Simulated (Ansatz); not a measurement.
Crystal: BiTe.

```
CELL_PARAMETERS angstrom
0.00000 3.23500 3.23500
3.23500 0.00000 3.23500
3.23500 3.23500 0.00000
ATOMIC_POSITIONS crystal
Bi 0.00557 0.99128 0.99844
Te 0.49557 0.48141 0.51287
```

The cell isn't the ideal one: atoms moved at random, drawn with an rms of 0.1 Å.

```yaml
Program: Ansatz 0.2.0
Task: relaxation of the atoms
Functional: SVWN5
Potentials_or_basis: Ansatz PAW polarizable
Cutoff: "420 eV (not typed: the program's choice for these potentials)"
k_mesh: 6 × 6 × 6
Occupations: fermi-dirac, width 0.1 eV
Spin: no spin polarisation
```

At the start: volume 33.86 Å³/atom.

Problem. Where does the relaxation end?

Solution. Over 3 steps the energy falls by 2.9 meV/atom; space group Fm-3m (No. 225, to 0.05 Å).

The path:
| step | energy change (eV) | largest force (eV/Å) |
| --- | --- | --- |
| 1 | 0.0000 | 0.1736 |
| 2 | -0.0057 | 0.0251 |
| 3 | -0.0059 | 0.0004 |

Final structure:
```
CELL_PARAMETERS angstrom
0.00000 3.23500 3.23500
3.23500 0.00000 3.23500
3.23500 3.23500 0.00000
ATOMIC_POSITIONS crystal
Bi 0.00058 0.98636 0.00563
Te 0.50056 0.48633 0.50567
```

Caveat: the PAW data sets come from PBE, with cores solved anew for the run's functional, which leaves a small shift of forces and pressure; the thresholds are loose for stress.
